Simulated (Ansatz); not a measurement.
**CH5Sb: small, medium and large basis sets**

The task here is to estimate one member of a computed series from the others.

Method: one geometry, several basis sets; program: Ansatz 0.2.0, Gaussian basis.

Plan: PBE0-D4/def2-SVP; ωB97M-V/def2-SVP; PBE0-D4/def2-QZVPP; ωB97M-V/def2-QZVPP; the functionals' def2-TZVPP values are taken from earlier runs.

## Structure used throughout

All runs share one geometry, relaxed beforehand with PBE0-D4 in a triple-zeta def2 set. Sb takes the def2 core potential; no spin-orbit term is included.

7 atoms, charge 0, spin multiplicity 1.

Atoms are counted from 1 here; the program's logs count them from 0.

Bond lengths: C1–Sb2 2.162 Å, C1–H3 1.090 Å, C1–H4 1.090 Å, C1–H5 1.088 Å, Sb2–H6 1.711 Å, Sb2–H7 1.711 Å. Angles: Sb2–C1–H3 108.7°, Sb2–C1–H4 108.7°, Sb2–C1–H5 111.0°, H3–C1–H4 108.9°, H3–C1–H5 109.8°, H4–C1–H5 109.7°, C1–Sb2–H6 94.2°, C1–Sb2–H7 94.2°, H6–Sb2–H7 91.2°.

Geometry (Å):

```mol
CH5Sb
  3D, bonds by distance, orders not assigned

  7  6  0  0  0  0  0  0  0  0999 V2000
   -0.6105   -0.4787   -0.4048 C   0  0
    0.6683    0.1798    1.2089 Sb  0  0
   -0.4393   -1.5415   -0.5748 H   0  0
   -1.6492   -0.3318   -0.1093 H   0  0
   -0.4058    0.0772   -1.3171 H   0  0
    0.4116    1.8431    0.9002 H   0  0
    2.0861    0.1838    0.2511 H   0  0
  1  2  8  0
  1  3  8  0
  1  4  8  0
  1  5  8  0
  2  6  8  0
  2  7  8  0
M  END
```

Set-up of the first run:

in.yaml

```yaml
crystal:
  periodic: [false, false, false]
  atoms:
    - {symbol: C, position_ang: [-0.610520, -0.478692, -0.404760]}
    - {symbol: Sb, position_ang: [0.668275, 0.179765, 1.208918]}
    - {symbol: H, position_ang: [-0.439312, -1.541508, -0.574806]}
    - {symbol: H, position_ang: [-1.649247, -0.331800, -0.109302]}
    - {symbol: H, position_ang: [-0.405820, 0.077218, -1.317107]}
    - {symbol: H, position_ang: [0.411602, 1.843088, 0.900250]}
    - {symbol: H, position_ang: [2.086122, 0.183828, 0.251108]}
basis:
  gaussian: {orbitals: def2-SVP}
hamiltonian: {xc: pbe0, dispersion: d4}
output: {orbitals: {seedname: orbitals}}
```

Steps of the session up to this table: PBE0-D4 in def2-SVP; ωB97M-V in def2-SVP; PBE0-D4 in def2-QZVPP; ωB97M-V in def2-QZVPP.

One table of the session follows, with a row left open; its other results are not shown here.

It belongs to the step «Functionals by basis». 

| functional | basis | HOMO (eV) | LUMO (eV) |
| --- | --- | --- | --- |
| PBE0-D4 | def2-SVP | -6.96 | 0.12 |
| PBE0-D4 | def2-TZVPP | -7.04 | -0.21 |
| PBE0-D4 | def2-QZVPP | -7.05 | -0.34 |
| ωB97M-V | def2-SVP | ? | ? |
| ωB97M-V | def2-TZVPP | -9.13 | 1.34 |
| ωB97M-V | def2-QZVPP | -9.15 | 1.06 |

**Question.** Estimate the row for ωB97M-V, def2-SVP.

**Answer.** HOMO (eV): -9.02; LUMO (eV): 1.92. In the column «HOMO (eV)» it lies between ωB97M-V, def2-TZVPP (-9.13) and PBE0-D4, def2-QZVPP (-7.05).
